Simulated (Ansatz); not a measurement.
# Li2RuN2 (P-3m1) in Ansatz: settings compared

One crystal, Li2RuN2, is run at these levels: LDA, PBE, PBEsol; tasks: relaxation of cell and atoms.

Program: Ansatz 0.2.0. These are calculated values, not measurements. Logs are shortened: lines on timing, memory, paths and dates and some standing lists are left out, and cuts for length are marked.

### Step 1. The crystal as given

It takes space group P-3m1 (No. 164, trigonal). The conventional cell has a = 3.164 Å, b = 3.164 Å, c = 5.211 Å, α = 90.00°, β = 90.00°, γ = 120.00°. Around Ru (site symmetry -3m) lie 6 N at 2.14 Å. N (site symmetry 3m) is surrounded by 4 Li at 1.98 to 2.22 Å and 3 Ru at 2.14 Å. Li (site symmetry 3m) has 4 N at 1.98 to 2.22 Å as nearest neighbours.

The cell comes from a database or a generator and needn't be the stable form of this composition.

### Step 2. Relaxation of cell and atoms, LDA

File input.yaml:

```yaml
crystal:
  lattice:
    - [3.1642327038, 0.0, 0.0]
    - [-1.5821163519, 2.740305905, 0.0]
    - [0.0, 0.0, 5.2114500038]
  atoms:
    - { symbol: Ru, position: [0.0, 0.0, 0.0] }
    - { symbol: "N", position: [0.3333333333, 0.6666666667, 0.213011] }
    - { symbol: "N", position: [0.6666666667, 0.3333333333, 0.786989] }
    - { symbol: Li, position: [0.3333333333, 0.6666666667, 0.63982] }
    - { symbol: Li, position: [0.6666666667, 0.3333333333, 0.36018] }
hamiltonian:
  xc: lda
  pseudopotentials: { kind: paw }
kpoints:
  mp_grid: { grid: [10, 10, 5] }
scf:
  occupations: { method: fermi_dirac, width: 0.05 }
output:
  forces: true
  stress: true
  eigenvalues: true
relax:
  f_tol: 0.01
  max_steps: 40
  cell: { stress_tol: 0.05 }
```

Potentials or basis: Ansatz PAW.

Started as:

```sh
ansatz run input.yaml --threads 2 --pin off --max-ram 5632MiB --backend cpu --events-out ev --progress --plain --runs-dir out
```

Standard output:

```text
Warning: RAYON_NUM_THREADS=2 ignored (pool sized by the plan → 2); use --threads N
Engine: ansatz 0.2.0, x86_64-unknown-linux-gnu
Pseudopotentials: kind: paw
Pseudopotential: Ru, paw, valence charge 16, recommended cutoff 420 eV (normal), Ru.paw.azcp
Pseudopotential: N, paw, valence charge 5, recommended cutoff 420 eV (normal), N.paw.azcp
Pseudopotential: Li, paw, valence charge 3, recommended cutoff 420 eV (normal), Li.paw.azcp
Functional definition: SPW92
  exchange = slater_x
  correlation = pw_c
Crystal: 5 atoms, lattice volume = 45.188 Å³
Basis set: ecut = 420 eV, 881 PW (Γ)
Bands: 21, of which v1, the nominal top of the filled ones, is band 16 counted from 1 (15 counted from 0)
Symmetry: 12 space group operations
Space group: P-3m1 (ITA 164), of the structure as read, at distance tolerance 3.6e-5 Å
k-points: 58 of 500
Non-local potential: Ru, projectors of the file, l = 0: 3, l = 1: 2, l = 2: 2, l = 3: 1
Non-local potential: N, projectors of the file, l = 0: 2, l = 1: 2, l = 2: 1
Non-local potential: Li, projectors of the file, l = 0: 3, l = 1: 2, l = 2: 1
PAW form: soft (Blöchl's): semilocal exchange-correlation on the pseudo side does not see the compensation charge
PAW frozen core: Ru, regenerated for the run's functional, and the local potential with it (the file was generated under x = pbe(κ = 0.804, μ = 0.2195149727645171), c = pbe(β = 0.06672455060314922))
PAW frozen core: N, regenerated for the run's functional, and the local potential with it (the file was generated under x = pbe(κ = 0.804, μ = 0.2195149727645171), c = pbe(β = 0.06672455060314922))
PAW one-centre angular grid: Ru, 590 points (default); XC on 64 Gauss nodes
PAW one-centre angular grid: N, 110 points (default); XC on 64 Gauss nodes
PAW one-centre angular grid: Li, 110 points (default); XC on 64 Gauss nodes
Initial density: superposition of atomic densities (neutral atoms: chi_scale 0, normalization atom), corrected by the library's trained network
Initial wavefunctions: pseudopotential atomic-orbital guess
Functional: x = slater, c = lda
SCF iter   1: F=—  HF=-6910.394595 eV  |F-HF|=—  |Δ(HF+E_count)|=         —  Δρ=1.47e-2  dr2=8.91e-2  ethr=1.77e-3  ⟨swp⟩=6.0  Hψ=5315  notcnv=0
preconditioner: auto → Kerker (q_TF=auto, 2.576 Å⁻¹)  [metal: Δε(μ)=0.014 eV  Ē_g=9.522 eV  σ=0.050 eV  W_gap=0.07  n_scr=10 (ndim 8)  ℏωp=24.7 eV  f_vac=0.003  D(μ)=3.99/eV (n_scr^D=42)]
SCF iter   2: F=—  HF=-6910.374608 eV  |F-HF|=—  |Δ(HF+E_count)|=   2.00e-2  Δρ=7.36e-3  dr2=3.05e-2  ethr=2.78e-4  ⟨swp⟩=2.0  Hψ=1887  notcnv=0
SCF iter   3: F=—  HF=-6910.368019 eV  |F-HF|=—  |Δ(HF+E_count)|=   6.59e-3  Δρ=1.13e-3  dr2=1.66e-3  ethr=9.54e-5  ⟨swp⟩=3.0  Hψ=2281  notcnv=0
SCF iter   4: F=—  HF=-6910.367697 eV  |F-HF|=—  |Δ(HF+E_count)|=   3.22e-4  Δρ=3.16e-4  dr2=1.70e-4  ethr=5.18e-6  ⟨swp⟩=1.3  Hψ=1466  notcnv=0
SCF iter   5: F=—  HF=-6910.367656 eV  |F-HF|=—  |Δ(HF+E_count)|=   4.10e-5  Δρ=1.23e-4  dr2=1.18e-5  ethr=5.31e-7  ⟨swp⟩=2.5  Hψ=1877  notcnv=0
SCF iter   6: F=—  HF=-6910.367652 eV  |F-HF|=—  |Δ(HF+E_count)|=   4.36e-6  Δρ=2.59e-5  dr2=3.22e-7  ethr=3.67e-8  ⟨swp⟩=2.3  Hψ=1711  notcnv=0
SCF iter   7: F=-6910.367652 eV  HF=-6910.367652 eV  |F-HF|=2.67e-9  |Δ(HF+E_count)|=   2.07e-8  Δρ=6.19e-6  dr2=1.70e-8  ethr=3.13e-10  ⟨swp⟩=4.9  Hψ=4348  notcnv=0
SCF 1 converged in 7 iterations: F = -6910.367652 eV  dr2 = 1.70e-8
relax step   1: F+E_penalty+E_count = -6910.36765191 eV  Δ(F+E_penalty+E_count) = +0.000e0 eV  max|allowed force component| = 6.244e-1 eV/Å  Δτ_max = 0.0000 Å  P = -14.000 GPa  Ω = 45.188 Å³  (7 SCF iters, dr2 threshold 1.00e-7 eV, accepted)
Crystal: 5 atoms, lattice volume = 42.955 Å³
Basis set: ecut = 420 eV, 833 PW (Γ)
Initial density: handed on by an earlier stage of this run
Initial wavefunctions: those handed on with the density
iter 1 solved again at ethr=5.06e-4 eV; its pass at ethr=3.10e-3 eV (dr2=1.62e-1 eV) is discarded
SCF iter   1: F=—  HF=-6910.539361 eV  |F-HF|=—  |Δ(HF+E_count)|=         —  Δρ=1.65e-2  dr2=1.62e-1  ethr=5.06e-4  ⟨swp⟩=1.0  Hψ=6375  notcnv=0
preconditioner: auto → Kerker (q_TF=auto, 2.598 Å⁻¹)  [metal: Δε(μ)=0.020 eV  Ē_g=9.970 eV  σ=0.050 eV  W_gap=0.10  n_scr=10 (ndim 8)  ℏωp=25.3 eV  f_vac=0.004  D(μ)=3.52/eV (n_scr^D=36)]
SCF iter   2: F=—  HF=-6910.520262 eV  |F-HF|=—  |Δ(HF+E_count)|=   1.91e-2  Δρ=7.98e-3  dr2=4.52e-2  ethr=5.05e-4  ⟨swp⟩=2.0  Hψ=1352  notcnv=0
SCF iter   3: F=—  HF=-6910.513452 eV  |F-HF|=—  |Δ(HF+E_count)|=   6.81e-3  Δρ=1.06e-3  dr2=1.06e-3  ethr=1.41e-4  ⟨swp⟩=2.4  Hψ=1601  notcnv=0
SCF iter   4: F=—  HF=-6910.513265 eV  |F-HF|=—  |Δ(HF+E_count)|=   1.87e-4  Δρ=2.38e-4  dr2=8.41e-5  ethr=3.31e-6  ⟨swp⟩=2.3  Hψ=1697  notcnv=0
[... 59 lines left out ...]
SCF iter   4: F=—  HF=-6910.521278 eV  |F-HF|=—  |Δ(HF+E_count)|=   2.57e-6  Δρ=2.92e-5  dr2=8.02e-7  ethr=3.02e-8  ⟨swp⟩=2.1  Hψ=2106  notcnv=0
iter 5 did not close the SCF: its close was put off for the readings that it lacked (scf_convergence_deferred on its scf_iter line)
SCF iter   5: F=-6910.521278 eV  HF=-6910.521278 eV  |F-HF|=1.26e-8  |Δ(HF+E_count)|=   1.91e-7  Δρ=9.02e-6  dr2=4.36e-8  ethr=2.50e-9  ⟨swp⟩=2.5  Hψ=1625  notcnv=0
SCF iter   6: F=-6910.521278 eV  HF=-6910.521278 eV  |F-HF|=1.88e-10  |Δ(HF+E_count)|=   3.45e-9  Δρ=1.84e-6  dr2=1.77e-9  ethr=1.36e-10  ⟨swp⟩=2.0  Hψ=3713  notcnv=0
SCF 7 converged in 6 iterations: F = -6910.521278 eV  dr2 = 1.77e-9
relax step   7: F+E_penalty+E_count = -6910.52127782 eV  Δ(F+E_penalty+E_count) = -3.892e-4 eV  max|allowed force component| = 1.137e-3 eV/Å  Δτ_max = 0.0019 Å  P = +0.013 GPa  Ω = 41.828 Å³  energy of the carried Pulay correction = +3.059e-4 eV  (6 SCF iters, dr2 threshold 2.39e-7 eV, accepted)
iter 1 solved again at ethr=4.66e-8 eV; its pass at ethr=3.10e-3 eV (dr2=1.49e-5 eV) is discarded
SCF iter   1: F=—  HF=-6910.520995 eV  |F-HF|=—  |Δ(HF+E_count)|=         —  Δρ=1.40e-5  dr2=1.90e-8  ethr=4.66e-8  ⟨swp⟩=3.1  Hψ=8744  notcnv=0
preconditioner: auto → Kerker (q_TF=auto, 2.609 Å⁻¹)  [metal: Δε(μ)=0.032 eV  Ē_g=10.124 eV  σ=0.050 eV  W_gap=0.16  n_scr=10 (ndim 8)  ℏωp=25.7 eV  f_vac=0.004  D(μ)=3.41/eV (n_scr^D=36)]
SCF iter   2: F=—  HF=-6910.520995 eV  |F-HF|=—  |Δ(HF+E_count)|=   5.94e-7  Δρ=6.76e-6  dr2=3.02e-9  ethr=5.95e-11  ⟨swp⟩=2.1  Hψ=1942  notcnv=0
SCF iter   3: F=—  HF=-6910.520995 eV  |F-HF|=—  |Δ(HF+E_count)|=   1.95e-9  Δρ=1.51e-6  dr2=3.70e-10  ethr=9.44e-12  ⟨swp⟩=2.2  Hψ=1904  notcnv=0
SCF iter   4: F=—  HF=-6910.520995 eV  |F-HF|=—  |Δ(HF+E_count)|=  1.50e-10  Δρ=3.08e-7  dr2=6.89e-11  ethr=1.16e-12  ⟨swp⟩=1.0  Hψ=1218  notcnv=0
iter 5 did not close the SCF: its close was put off for the readings that it lacked (scf_convergence_deferred on its scf_iter line)
SCF iter   5: F=-6910.520995 eV  HF=-6910.520995 eV  |F-HF|=7.28e-12  |Δ(HF+E_count)|=  8.19e-12  Δρ=7.46e-8  dr2=4.64e-12  ethr=1.00e-12  ⟨swp⟩=1.0  Hψ=1218  notcnv=0
SCF iter   6: F=-6910.520995 eV  HF=-6910.520995 eV  |F-HF|=9.09e-13  |Δ(HF+E_count)|=  4.55e-12  Δρ=2.63e-8  dr2=6.79e-13  ethr=1.00e-12  ⟨swp⟩=2.0  Hψ=3595  notcnv=0
SCF 8 converged in 6 iterations: F = -6910.520995 eV  dr2 = 6.79e-13
relax step   8: F+E_penalty+E_count = -6910.52099524 eV  Δ(F+E_penalty+E_count) = +2.826e-4 eV  max|allowed force component| = 1.083e-3 eV/Å  Δτ_max = 0.0000 Å  P = +0.007 GPa  Ω = 41.828 Å³  stress off target by 2.01e-2 GPa  SCF on the basis re-selected at this cell (its energy is not comparable with the rows above)  (6 SCF iters)
basis re-selected at this cell: Δ(F+E_penalty+E_count) = +2.826e-4 eV, ΔP = -0.006 GPa vs the last step (what re-selecting the basis moved, of the pressure what is left beyond the Pulay correction that the steps carried, after the strain that the cell walked since its last selection, with what the two solves' SCF thresholds leave and, on support functions, any second-order correction that the steps lacked; it is no measure of the basis error at this ecutwfc). This SCF's stress stands 2.01e-2 GPa from its target on what of the cell is left free (relax.cell.stress_tol is 5.00e-2 GPa) and its largest allowed force component is 1.08e-3 eV/Å (relax.f_tol is 1.00e-2 eV/Å): within both
SCF converged after 6 iterations
Free energy (F): -6910.520995 eV
Harris-Foulkes:  -6910.520995 eV  (|F-HF|=9.09e-13)
Internal energy: -6910.492441 eV  (E = F + TS)
E sigma→0 (E₀):  -6910.506718 eV
Entropy (-TS):   -0.028554 eV (-5.711 meV/atom)
Fermi energy:    12.601506 eV
--- Per-component energies (eV) ---
  E_band       = -297.803871
  E_kinetic    = 822.457914
  E_local      = -2637.054979  (includes V_loc(G=0)·N_el)
  E_nonlocal   = 377.828499
  E_hartree    = 923.183409
  E_xc         = -331.048235
  E_vxc        = -420.356677  (∫ρ·V_xc dr)
  E_paw        = -3614.133607  (= ΣΔE_a)
  E_vpaw       = -287.045482  (= ΣTr[D̂ρ^β])
  E_aug_tail   = 0.000008  (compensation charges beyond the density's cutoff)
  E_ewald      = -2452.457223
  E_core_change = 0.731773  (= ΣΔE_core)
  E_smearing   = -0.028554  (= −TS)
  E_closure    = -0.000000  (closes the sum)
  Σ components = -6910.520995   (vs F -6910.520995, Δ=0.00e0)
--- Forces (eV/Å), atoms counted from 1 ---
  atom   1  Ru     0.00000000     0.00000000     0.00000000
  atom   2  N      0.00000000     0.00000000    -0.00108310
  atom   3  N     -0.00000000     0.00000000     0.00108310
  atom   4  Li    -0.00000000     0.00000000    -0.00048453
  atom   5  Li     0.00000000     0.00000000     0.00048453
  max |Σ_I F_I| component: 2.31e-17 eV/Å
--- Stress (GPa, compression-positive) ---
        0.020088       0.000000      -0.000000
        0.000000       0.020088      -0.000000
       -0.000000      -0.000000      -0.019270
  P = ⅓ Tr σ = 0.0070 GPa (0.070 kbar)
--- Band table (eV; the first three rows and the last of 58) ---
  k-point 0: bands = ["-60.6430", "-31.6809", "-31.5044", "-30.7258", "-30.5992", "-30.5992", "-3.2513", "-1.0294", "5.5257", "6.5542", "6.5542", "10.6085", "10.6085", "11.1187", "11.1476", "11.1476", "12.2268", "15.9861", "15.9861", "17.4488", "20.1919"]
  k-point 1: bands = ["-60.6430", "-31.6933", "-31.4899", "-30.7278", "-30.5992", "-30.5992", "-3.2354", "-1.0917", "5.8108", "6.5672", "6.5672", "10.3865", "10.5989", "10.5989", "11.0787", "11.0787", "12.6579", "16.1210", "16.1210", "17.6903", "19.8733"]
  k-point 2: bands = ["-60.6430", "-31.7103", "-31.4694", "-30.7310", "-30.5992", "-30.5992", "-3.2082", "-1.1905", "6.4007", "6.5890", "6.5890", "9.3978", "10.5857", "10.5857", "10.9693", "10.9693", "13.0508", "16.3441", "16.3441", "18.0642", "19.6061"]
  k-point 57: bands = ["-60.6186", "-31.5714", "-31.5474", "-30.7782", "-30.7371", "-30.7207", "-1.7177", "-1.5977", "6.4590", "6.5872", "7.3029", "8.0096", "8.4310", "8.7978", "11.3195", "12.5714", "12.7942", "16.0373", "16.1227", "18.1990", "21.1527"]
--- Relaxed structure (6 steps of the walk, 6 accepted, 2 SCFs on fresh bases) ---
  F+E_penalty+E_count = -6910.52099524 eV   max|allowed force component| = 1.083e-3 eV/Å   (the final SCF, on the basis selected at the relaxed cell)
  cell:  # Å, volume = 41.8285 Å³
    - [3.0871501100268355, 5.931241936714346e-33, -2.10573638185687e-17]
    - [-1.5435750550134177, 2.6735504205791645, 5.264340954642173e-18]
    - [-3.468120363588782e-17, -1.0011601127500018e-17, 5.067874572020665]
  atoms:
    - { symbol: Ru, position: [2.7792771402784026e-34, 3.271021287508771e-34, -1.6643385955078816e-20] }
    - { symbol: N, position: [0.33333333333333326, 0.6666666666666665, 0.21351814167733552] }
    - { symbol: N, position: [0.6666666666666665, 0.33333333333333326, 0.7864818583226645] }
    - { symbol: Li, position: [0.33333333333333326, 0.6666666666666665, 0.6383905370175584] }
    - { symbol: Li, position: [0.6666666666666665, 0.33333333333333326, 0.3616094629824416] }
```

Run time: 8.4 s. Hardware: 2 threads of Intel Xeon 6975P-C (Granite Rapids), shared host; peak memory 0.43 GiB.

Results:

| Item | Value |
| --- | --- |
| Free energy | -6910.5210 eV |
| Relaxed volume | 8.37 Å³/atom |
| Relaxed cell | a = 3.087 Å, b = 3.087 Å, c = 5.068 Å, α = 90.00°, β = 90.00°, γ = 120.00° |
| Space group after relaxing (to 0.05 Å) | P-3m1 (No. 164) |
| Energy gained by relaxing | 30.7 meV/atom |
| Ionic steps | 8 |
| Pressure after relaxing | 0.0 GPa |
| Band gap on the k mesh | none (metal or under the smearing width) |

The path:
```
step  energy change (eV)  largest force (eV/Å)  volume (Å³)
   1              0.0000                0.6244        45.19
   2             -0.1456                0.0565        42.95
   3             -0.1595                0.1144        42.08
   4             -0.1612                0.0216        41.94
   5             -0.1614                0.0058        41.91
   6             -0.1532                0.0057        41.91
   7             -0.1536                0.0011        41.83
   8             -0.1533                0.0011        41.83
```

Final structure:
```
Ru N Li
1.0
     3.08715    0.00000    0.00000
    -1.54358    2.67355    0.00000
     0.00000    0.00000    5.06787
Ru N Li
1 2 2
Direct
  0.00000 0.00000 0.00000
  0.33333 0.66667 0.21352
  0.66667 0.33333 0.78648
  0.33333 0.66667 0.63839
  0.66667 0.33333 0.36161
```

Caveat: the plane-wave basis is chosen anew once the cell has moved, so the energies of steps on either side of that aren't comparable; the pressure holds a Pulay correction of +0.6 GPa for the finite cutoff; the PAW data sets come from PBE, with cores solved anew for the run's functional, which leaves a small shift of forces and pressure.

### Step 3. Relaxation of cell and atoms, PBE

Changes to input.yaml since step 2:

```diff
@@ -12,3 +12,3 @@
 hamiltonian:
-  xc: lda
+  xc: pbe
   pseudopotentials: { kind: paw }
```

Potentials or basis: Ansatz PAW.

Started as:

```sh
ansatz run input.yaml --threads 2 --pin off --max-ram 5632MiB --backend cpu --events-out ev --progress --plain --runs-dir out
```

It took 6 s on 2 threads of Intel Xeon 6975P-C (Granite Rapids), shared host; peak memory 0.43 GiB.

The run converged. Its results:

| Quantity | Value |
| --- | --- |
| Free energy | -7056.4877 eV |
| Relaxed volume | 8.94 Å³/atom |
| Relaxed cell | a = 3.145 Å, b = 3.145 Å, c = 5.218 Å, α = 90.00°, β = 90.00°, γ = 120.00° |
| Space group after relaxing (to 0.05 Å) | P-3m1 (No. 164) |
| Energy gained by relaxing | 1.3 meV/atom |
| Ionic steps | 6 |
| Pressure after relaxing | 0.0 GPa |
| Band gap on the k mesh | none (metal or under the smearing width) |

Forces in eV/Å, atoms in the order of the input:
```
Ru   0.000  0.000  0.000
N    0.000  0.000  0.001
N    0.000  0.000 -0.001
Li   0.000  0.000  0.002
Li   0.000  0.000 -0.002
```

Step by step:
```
step  energy change (eV)  largest force (eV/Å)  volume (Å³)
   1              0.0000                0.1548        45.19
   2             -0.0069                0.0450        44.78
   3             -0.0079                0.0189        44.65
   4             -0.0080                0.0065        44.66
   5             -0.0079                0.0023        44.71
   6             -0.0066                0.0023        44.71
```

Final structure:
```
Ru N Li
1.0
     3.14545    0.00000    0.00000
    -1.57272    2.72404    0.00000
     0.00000    0.00000    5.21762
Ru N Li
1 2 2
Direct
  0.00000 0.00000 0.00000
  0.33333 0.66667 0.21181
  0.66667 0.33333 0.78819
  0.33333 0.66667 0.64175
  0.66667 0.33333 0.35825
```

Levels at points of the mesh, in eV from the Fermi level:
```csv
k point,band 14,band 15,band 16,band 17,band 18,band 19
"(0.00, 0.00, 0.00)",-1.32,-1.29,-1.29,-0.36,3.26,3.26
"(0.00, -0.50, 0.00)",-2.66,-1.40,-0.60,0.08,3.19,3.53
```

Caveat: the plane-wave basis is chosen anew once the cell has moved, so the energies of steps on either side of that aren't comparable; the pressure holds a Pulay correction of +0.4 GPa for the finite cutoff.

(Part 1 of 2 ends here.)
